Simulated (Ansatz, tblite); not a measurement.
**C₂H₂₄Si₉: spin states and exact exchange**

Aim: set other spin states of C₂H₂₄Si₉ against its singlet, on many levels of theory.

Program: Ansatz 0.2.0, Gaussian basis. Level of theory: as each input shows. These are calculated values, not measurements.

Levels to be run: triplet, at the geometry of the singlet (GFN1-xTB, GFN2-xTB, PBE0-D4/def2-SVP, PBE-D4/def2-SVP); the singlet's energies come from earlier runs.

4 further runs of the same task are left out: 4 that didn't finish.

### Step 1. The geometry

The geometry is that of the singlet, from an earlier relaxation (r2SCAN-D4/def2-SVP).

SMILES `C[SiH2][SiH2][SiH2][SiH2][SiH2][SiH2][SiH2][SiH2][SiH2]C`, 35 atoms, charge 0, spin multiplicity 1.

Bond lengths: C1–Si2 1.887 Å, C1–H12 1.102 Å, C1–H13 1.102 Å, C1–H14 1.102 Å, Si2–Si3 2.350 Å, Si2–H15 1.499 Å, Si2–H16 1.497 Å, Si3–Si4 2.350 Å, Si3–H17 1.498 Å, Si3–H18 1.499 Å, Si4–Si5 2.350 Å, Si4–H19 1.498 Å, Si4–H20 1.499 Å, Si5–Si6 2.351 Å, Si5–H21 1.499 Å, Si5–H22 1.500 Å, Si6–Si7 2.350 Å, Si6–H23 1.498 Å and more. Angles: Si2–C1–H12 110.8°, Si2–C1–H13 111.1°, Si2–C1–H14 110.8°, H12–C1–H13 108.0°, H12–C1–H14 108.0°, H13–C1–H14 107.9°, C1–Si2–Si3 109.8°, C1–Si2–H15 110.1°, C1–Si2–H16 110.6°, Si3–Si2–H15 108.1°, Si3–Si2–H16 110.5°, H15–Si2–H16 107.6°, Si2–Si3–Si4 107.3°, Si2–Si3–H17 111.1°, Si2–Si3–H18 110.7°, Si4–Si3–H17 109.1°, Si4–Si3–H18 110.3°, H17–Si3–H18 108.2° and more.

Geometry (Å):

```csv
atom,x (Å),y (Å),z (Å)
C1,-5.6932,0.8464,-0.4242
Si2,-4.5127,0.5005,-1.8557
Si3,-3.6757,-1.6893,-1.6868
Si4,-2.8014,-1.9389,0.4799
Si5,-1.3891,-0.1040,0.8786
Si6,0.1503,0.1076,-0.8857
Si7,1.6268,1.8765,-0.4256
Si8,2.4235,1.5644,1.7647
Si9,3.1237,-0.6725,1.9319
Si10,4.6502,-1.0521,0.1845
C11,5.9996,0.2669,0.2088
H12,-6.5483,0.1515,-0.4446
H13,-6.0888,1.8737,-0.4748
H14,-5.1802,0.7276,0.5439
H15,-3.3515,1.4472,-1.8075
H16,-5.2040,0.6977,-3.1693
H17,-2.5862,-1.9302,-2.6868
H18,-4.7632,-2.6931,-1.9279
H19,-2.0194,-3.2080,0.6234
H20,-3.9221,-1.9613,1.4759
H21,-0.6509,-0.2517,2.1748
H22,-2.2099,1.1493,0.9587
H23,-0.5873,0.3252,-2.1714
H24,0.9239,-1.1708,-1.0027
H25,0.9016,3.1805,-0.5573
H26,2.7790,1.8775,-1.3843
H27,1.3400,1.8918,2.7451
H28,3.5870,2.4709,2.0336
H29,3.7627,-0.9263,3.2636
H30,1.9333,-1.5737,1.8051
H31,3.8961,-0.9915,-1.1093
H32,5.2463,-2.4211,0.2991
H33,6.7207,0.1117,-0.6100
H34,6.5547,0.2450,1.1606
H35,5.5646,1.2726,0.0919
```

### Step 2. Triplet at the fixed geometry, GFN1-xTB

Tight binding, by tblite at 300 K electronic temperature and without a spin-polarisation term:

```python
tblite.interface.Calculator('GFN1-xTB', numbers, positions, charge=0, uhf=2).singlepoint()
```

Energy -915.4765 eV; 0.4 s.

### Step 3. Triplet at the fixed geometry, GFN2-xTB

Tight binding, by tblite at 300 K electronic temperature and without a spin-polarisation term:

```python
tblite.interface.Calculator('GFN2-xTB', numbers, positions, charge=0, uhf=2).singlepoint()
```

Energy -866.2613 eV; 0.39 s.

### Step 4. Triplet at the fixed geometry, PBE0-D4/def2-SVP

in.yaml reads:

```yaml
crystal:
  periodic: [false, false, false]
  atoms:
    - {symbol: C, position_ang: [-5.693193, 0.846357, -0.424200]}
    - {symbol: Si, position_ang: [-4.512736, 0.500525, -1.855706]}
    - {symbol: Si, position_ang: [-3.675659, -1.689341, -1.686833]}
    - {symbol: Si, position_ang: [-2.801445, -1.938854, 0.479916]}
    - {symbol: Si, position_ang: [-1.389113, -0.103993, 0.878555]}
    - {symbol: Si, position_ang: [0.150266, 0.107627, -0.885686]}
    - {symbol: Si, position_ang: [1.626756, 1.876547, -0.425557]}
    - {symbol: Si, position_ang: [2.423543, 1.564387, 1.764746]}
    - {symbol: Si, position_ang: [3.123657, -0.672483, 1.931893]}
    - {symbol: Si, position_ang: [4.650197, -1.052068, 0.184451]}
    - {symbol: C, position_ang: [5.999596, 0.266926, 0.208807]}
    - {symbol: H, position_ang: [-6.548280, 0.151468, -0.444586]}
    - {symbol: H, position_ang: [-6.088772, 1.873740, -0.474754]}
    - {symbol: H, position_ang: [-5.180246, 0.727600, 0.543885]}
    - {symbol: H, position_ang: [-3.351514, 1.447242, -1.807538]}
    - {symbol: H, position_ang: [-5.203959, 0.697667, -3.169319]}
    - {symbol: H, position_ang: [-2.586222, -1.930249, -2.686777]}
    - {symbol: H, position_ang: [-4.763207, -2.693088, -1.927914]}
    - {symbol: H, position_ang: [-2.019382, -3.207979, 0.623411]}
    - {symbol: H, position_ang: [-3.922113, -1.961316, 1.475853]}
    - {symbol: H, position_ang: [-0.650897, -0.251662, 2.174796]}
    - {symbol: H, position_ang: [-2.209866, 1.149327, 0.958665]}
    - {symbol: H, position_ang: [-0.587279, 0.325154, -2.171374]}
    - {symbol: H, position_ang: [0.923879, -1.170822, -1.002680]}
    - {symbol: H, position_ang: [0.901617, 3.180488, -0.557321]}
    - {symbol: H, position_ang: [2.778960, 1.877471, -1.384348]}
    - {symbol: H, position_ang: [1.339956, 1.891807, 2.745110]}
    - {symbol: H, position_ang: [3.587030, 2.470898, 2.033619]}
    - {symbol: H, position_ang: [3.762747, -0.926310, 3.263604]}
    - {symbol: H, position_ang: [1.933277, -1.573737, 1.805068]}
    - {symbol: H, position_ang: [3.896113, -0.991481, -1.109348]}
    - {symbol: H, position_ang: [5.246347, -2.421118, 0.299073]}
    - {symbol: H, position_ang: [6.720692, 0.111674, -0.609974]}
    - {symbol: H, position_ang: [6.554654, 0.245036, 1.160598]}
    - {symbol: H, position_ang: [5.564584, 1.272583, 0.091856]}
basis:
  gaussian: {orbitals: def2-SVP}
magnetization: {spin_polarized: true, initial_magnetization: 2}
hamiltonian: {xc: pbe0, dispersion: d4}
scf: {omitted_lower_state_checks: [starts]}
output: {orbitals: {seedname: orbitals}}
```

Command:

```sh
$ ansatz run in.yaml --threads 4 --pin off --events-out ev --progress --plain --max-ram 6963MiB
```

Output:

```text
Functional definition: PBE0
  name "PBE0"
  cite "Adamo & Barone, J. Chem. Phys. 110, 6158 (1999) doi:10.1063/1.478522"
  cite "Perdew, Burke & Ernzerhof, Phys. Rev. Lett. 77, 3865 (1996) doi:10.1103/PhysRevLett.77.3865"
  parent pbe
  parameter a = 0.25
  parameter kappa = 0.804
  parameter beta = 0.06672455060314922
  exchange = (1 - a)*pbe_x(kappa = kappa, mu = beta*pi^2/3) + a*exact_x
  correlation = pbe_c(beta = beta)
these checks for a lower state are left out or cut short: starts
3053 factors; integrals over basis functions are off by at most 1.2e-3 eV
mean field evaluation 1: about -73294.0273 eV, gradient 4.0e1 eV
mean field evaluation 2: about -73280.5986 eV, gradient 5.4e1 eV
mean field evaluation 4: about -73301.9613 eV, gradient 6.5e0 eV
mean field evaluation 8: about -73302.3919 eV, gradient 6.1e-1 eV
mean field evaluation 16: about -73302.5708 eV, gradient 4.5e-2 eV
mean field evaluation 32: about -73302.5710 eV, gradient 1.8e-4 eV
mean field -73302.57099038 eV, -2693.8197976293 hartree, gradient 1.7e-5 eV, S^2 2.005476; 0 other end points of the search recorded, 0 dependent functions left out
reference -73302.57104879 eV, -2693.8197997760 hartree; 82, 80 occupied and 228, 230 virtual orbitals, 3053 factors
Total energy: -73303.70550769 eV, -2693.8614903716 hartree
Checks for a lower state left out: starts
```

Wall time 2 min (4 threads of Intel Xeon at 2.50GHz, shared host); peak memory 2.3 GiB.

Report: HOMO -2.25 eV, LUMO -5.93 eV (over both spins; with the spin held, an empty level of the minority spin lies below the top filled one); ⟨S²⟩ 2.005 (pure: 2.00).

### Step 5. Triplet at the fixed geometry, PBE-D4/def2-SVP

start.molden holds the orbitals of an earlier run on this state, given as this run's starting guess.

in.yaml: that of step 4 with these lines changed.

```diff
@@ -39,5 +39,5 @@
 basis:
-  gaussian: {orbitals: def2-SVP}
+  gaussian: {orbitals: def2-SVP, initial_orbitals: start.molden}
 magnetization: {spin_polarized: true, initial_magnetization: 2}
-hamiltonian: {xc: pbe0, dispersion: d4}
+hamiltonian: {xc: pbe, dispersion: d4}
 scf: {omitted_lower_state_checks: [starts]}
```

The command is unchanged.

Output:

```text
Functional definition: PBE
  name "PBE"
  cite "Perdew, Burke & Ernzerhof, Phys. Rev. Lett. 77, 3865 (1996) doi:10.1103/PhysRevLett.77.3865"
  parent pbe
  parameter kappa = 0.804
  parameter beta = 0.06672455060314922
  exchange = pbe_x(kappa = kappa, mu = beta*pi^2/3)
  correlation = pbe_c(beta = beta)
these checks for a lower state are left out or cut short: starts
3472 factors; their error is unknown
mean field evaluation 1: about -73294.6333 eV, gradient 7.0e0 eV
mean field evaluation 2: about -73294.8480 eV, gradient 2.7e-1 eV
mean field evaluation 4: about -73294.5431 eV, gradient 8.8e-2 eV
mean field evaluation 8: about -73294.5434 eV, gradient 3.1e-5 eV
mean field -73294.54337366 eV, -2693.5247881562 hartree, gradient 3.1e-6 eV, S^2 2.003477; 0 other end points of the search recorded, 0 dependent functions left out
reference -73294.54345057 eV, -2693.5247909825 hartree; 82, 80 occupied and 228, 230 virtual orbitals, 3472 factors
Total energy: -73295.81768509 eV, -2693.5716182375 hartree
Checks for a lower state left out: starts
```

It took 42 s on 4 threads of Intel Xeon at 2.50GHz, shared host.

Report: HOMO -1.62 eV, LUMO -6.42 eV (over both spins; with the spin held, an empty level of the minority spin lies below the top filled one); ⟨S²⟩ 2.003 (pure: 2.00).

### Step 6. Triplet less singlet, vertical

The singlet's energies are those of its earlier runs, whose logs aren't repeated here.

```csv
level,"triplet less singlet, vertical (eV)",time
GFN1-xTB,+3.096,0.62 s
GFN2-xTB,+3.315,0.63 s
PBE-D4/def2-SVP,+5.099,59 s
PBE0-D4/def2-SVP,+5.464,2.6 min
```

Times add the two runs; a level without a time comes out of a correlated run. Tight binding without a spin term can't rank spin states.

### Step 7. Results

| quantity | value |
| --- | --- |
| triplet less singlet, vertical, functionals in def2-SVP | +5.099 (PBE-D4) to +5.464 eV (PBE0-D4) |

All functionals put the triplet above the singlet, over a spread of 0.365 eV. The checks for a lower triplet were left out, so another state of that spin may lie lower. These are electronic energies, without zero-point motion, entropy or surroundings.
